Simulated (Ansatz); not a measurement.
Crystal: TaV.

```
Ta V
1.0
     1.60670   -2.30777    0.00000
     1.60670    2.30777    0.00000
     0.00000    0.00000    4.34136
Ta V
1 1
Direct
  0.00000 0.00000 0.00000
  0.50000 0.50000 0.50000
```

The cell comes from a database or a generator and needn't be the stable form of this composition.

| Quantity | Value |
| --- | --- |
| Program | Ansatz 0.2.0 |
| Task | relaxation of cell and atoms |
| Functional | LDA |
| Potentials or basis | all-electron LAPW, scalar-relativistic |
| Basis error allowed | 0.001 eV/atom |
| k mesh | 7 × 7 × 5 |
| Occupations | fermi-dirac, width 0.05 eV |
| Spin | collinear spin, ferromagnetic start |
| Starting moments | [0.0, 2.0] μB |

At the start: volume 16.10 Å³/atom.

Task: How do energy, volume and symmetry change on relaxing?

Result: Over 8 steps the energy falls by 46.0 meV/atom and the volume is 15.00 Å³/atom (-6.8 %); space group Cmmm (No. 65, to 0.05 Å); moment 0.00 μB per cell.

Step by step:
```tsv
step	energy change (eV)	largest force (eV/Å)	volume (Å³)
1	0.0000	0.0000	32.19
2	-0.0094	0.0000	28.18
3	-0.0909	0.0000	30.21
4	-0.0918	0.0000	30.02
5	-0.0919	0.0000	30.00
6	-0.0920	0.0000	30.00
7	-0.0920	0.0000	30.01
8	-0.0920	0.0000	30.01
```

Final structure:
```
Ta V
1.0
     1.56304   -2.26274    0.00000
     1.56304    2.26274    0.00000
     0.00000    0.00000    4.24249
Ta V
1 1
Direct
  0.00000 0.00000 0.00000
  0.50000 0.50000 0.50000
```

Caveat: the k mesh is thin for a metal, which can move the energy by tens of meV per atom; the starting moments weren't kept.
